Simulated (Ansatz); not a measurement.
Below is the output of a Python script on the Ansatz DFT code, driven from Python that makes a convergence test of the k-point mesh of HfB2, space group P6/mmm. Write a script that gives it. Level of theory (first run): r2SCAN, PAW, the default cutoff (500 eV here), 3×3×2 k-points, cold smearing of 0.1 eV. The script varies mesh: (3, 3, 2), (4, 4, 3), (5, 5, 4), (7, 7, 5), (8, 8, 7), (10, 10, 8).

```
Hf B
1.0
     3.14000    0.00000    0.00000
    -1.57000    2.71932    0.00000
     0.00000    0.00000    3.48000
Hf B
1 2
Direct
  0.00000 0.00000 0.00000
  0.33333 0.66667 0.50000
  0.66667 0.33333 0.50000
```

```console
$ python kconv_hfb2.py
DeckWarning: basis.ecutwfc = 500 eV, auto-derived from the records' recommended cutoffs: set by Hf (their level for a meta-GGA)
| mesh        |   F/atom (eV) |   iterations |   P (GPa) |   max component (eV/A) |   k-points |
|-------------|---------------|--------------|-----------|------------------------|------------|
| (3, 3, 2)   |    -5349.8083 |            7 |   -1.5963 |                 0.0000 |          6 |
| (4, 4, 3)   |    -5349.7763 |            7 |   -0.4400 |                 0.0000 |          8 |
| (5, 5, 4)   |    -5349.7853 |            7 |   -0.4511 |                 0.0000 |         15 |
| (7, 7, 5)   |    -5349.7801 |            7 |   -0.4862 |                 0.0000 |         24 |
| (8, 8, 7)   |    -5349.7926 |            7 |   -0.6606 |                 0.0000 |         40 |
| (10, 10, 8) |    -5349.7921 |            7 |   -0.6160 |                 0.0000 |         70 |
(3, 3, 2): -16.18 meV/atom
(4, 4, 3): +15.75 meV/atom
(5, 5, 4): +6.80 meV/atom
(7, 7, 5): +12.00 meV/atom
(8, 8, 7): -0.47 meV/atom  (within 1 meV)
```
(Warnings from the package without file and line.)

The script that was run (others could print the same):

`kconv_hfb2.py`:
```python
# -*- coding: utf-8 -*-
"""k-point test for HfB2."""

import ansatz as az
from tabulate import tabulate

system = (
    az.Lattice.from_parameters(3.14, 3.14, 3.48, alpha=90, beta=90, gamma=120)
    .space_group(191)
    .atom("Hf", [0.0, 0.0, 0.0])
    .atom("B", [1 / 3, 2 / 3, 0.5])
)

base = (
    system.calculation()
    .functional(az.Functional.R2SCAN)
    .occupations("cold")
    .forces()
    .stress()  # GPa
)

rows = []
for value in [(3, 3, 2), (4, 4, 3), (5, 5, 4), (7, 7, 5), (8, 8, 7), (10, 10, 8)]:
    report = base.kpoints(mesh=value).run().report
    rows.append((value, report["free_energy_ev"] / len(report["lattice"]["sites"]), report["n_iterations"], sum(report["stress_gpa"][i][i] for i in range(3)) / 3, max(abs(f) for row in report["forces_ev_ang"] for f in row), report["n_kpoints"]))

print(tabulate(rows, headers=["mesh", "F/atom (eV)", "iterations", "P (GPa)", "max component (eV/A)", "k-points"], floatfmt=".4f", tablefmt="github"))

# differences from the last row
for row in rows[:-1]:
    shift = 1000 * (row[1] - rows[-1][1])
    print(f"{row[0]}: {shift:+.2f} meV/atom" + ("  (within 1 meV)" if abs(shift) < 1 else ""))
```

From 8×8×7 on it stays within 1 meV an atom of the value at 10×10×8; the first row (3×3×2) is off by 16.2 meV and the last but one by 0.47 meV. That rests on few rows after larger swings, so the series isn't shown to be converged. It goes up and down, since the sum over k-points isn't variational. The pressure moves from -1.60 to -0.62 GPa.

Reading the output:
- Forces vanish by symmetry here and test nothing.
- Pressure is positive in compression.
- Spin-orbit coupling, which matters for elements this heavy, is left out.
- The structure is a deposited one; some such entries were measured under pressure or heat, so a shift against it needn't be the functional's error alone.
- Shifts are counted from the finest mesh, which is itself no proven limit.
- It ran for 17 s on 1 thread of Arm Neoverse V1, with other jobs on the host, peak memory 0.47 GiB.
